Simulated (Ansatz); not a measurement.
# Ga2Te3Pd: from a guess to a relaxed structure

Aim: relax a trial structure of Ga2Te3Pd and see where it ends.

Program: Ansatz 0.2.0. Level of theory: DFT PBE, scalar-relativistic, plane waves, PAW. These are calculated values, not measurements.

2 further runs of the same task are left out: 1 that didn't finish, 1 set aside as unsound or not needed. Runs told in other sessions of the task aren't counted.

### 1 The system as given

It takes space group R-3m (No. 166, trigonal). The conventional cell has a = 6.163 Å, b = 6.163 Å, c = 14.584 Å, α = 90.00°, β = 90.00°, γ = 120.00°. Ga (site symmetry 3m) is surrounded by 9 Te at 3.54 to 3.57 Å and 4 Ga at 3.60 to 3.77 Å and 3 Pd at 3.61 Å. Around Te (site symmetry 2/m) lie 2 Pd at 3.01 Å and 4 Te at 3.08 Å and 6 Ga at 3.54 to 3.57 Å. Around Pd (site symmetry -3m) lie 6 Te at 3.01 Å.

As a file:

```xyz
6
Lattice="3.0813 1.7790 4.8613 -3.0813 1.7790 4.8613 0.0000 -3.5580 4.8613" Properties=species:S:1:pos:R:3 pbc="T T T"
Ga    0.0000    0.0000    9.0928
Ga    0.0000    0.0000    5.4911
Te   -1.5407    0.8895    2.4307
Te    1.5407    0.8895    2.4307
Te    0.0000   -1.7790    2.4307
Pd    0.0000    0.0000    0.0000
```

The cell is invented: species swapped into a database cell of Dy2Al3Cu (R-3m, No. 166), with Ga on the Dy sites, Te on the Al sites and Pd on the Cu sites. Lengths come from tabulated atomic sizes and are only a guess.

### 2 The guess as it stands, on a coarse mesh

Input file input.yaml:

```yaml
crystal:
  lattice:
    - [3.08132375, 1.7790031, 4.86131872]
    - [-3.08132375, 1.7790031, 4.86131872]
    - [0.0, -3.5580062, 4.86131872]
  atoms:
    - { symbol: Ga, position: [0.62348026, 0.62348026, 0.62348026] }
    - { symbol: Ga, position: [0.37651974, 0.37651974, 0.37651974] }
    - { symbol: Te, position: [0.0, 0.5, 0.0] }
    - { symbol: Te, position: [0.5, 0.0, 0.0] }
    - { symbol: Te, position: [0.0, 0.0, 0.5] }
    - { symbol: Pd, position: [0.0, 0.0, 0.0] }
basis:
  ecutwfc: 420
kpoints:
  mp_grid: { grid: [3, 3, 3] }
hamiltonian:
  xc: pbe
scf:
  occupations: { method: gaussian, width: 0.1 }
  lower_state_search: "off"
output:
  forces: true
  stress: true
  eigenvalues: true
```

Launch:

```console
ansatz run input.yaml --threads 1 --pin off --max-ram 2560MiB --backend cpu --events-out ev --progress --plain --runs-dir out
```

Further runs follow: spin check on a coarse mesh; relaxation on the finer mesh.

Q: Predict the outcome of this session. Wanted: conventional cell; volume; energy over the elements; gap on the mesh.

The runs gave:

| quantity | value |
| --- | --- |
| symmetry at the end (tolerance 0.05 Å) | space group R-3m (No. 166) |
| conventional cell | a = 7.668 Å, b = 7.668 Å, c = 9.753 Å, α = 90.00°, β = 90.00°, γ = 120.00° |
| volume | 27.59 Å³/atom |
| energy over the elements | -0.04 eV/atom |
| gap on the mesh | none (metal) |

What this shows: The space group R-3m (No. 166) is kept, and the volume per atom grows by 3.5 % from the first guess. The formation energy of this structure is too near zero to say whether it is bound against the elements. No finished test with a distortion of lower symmetry is shown, so the end may be a saddle point. Spin-orbit coupling is left out for Te. Other magnetic orders were not searched.
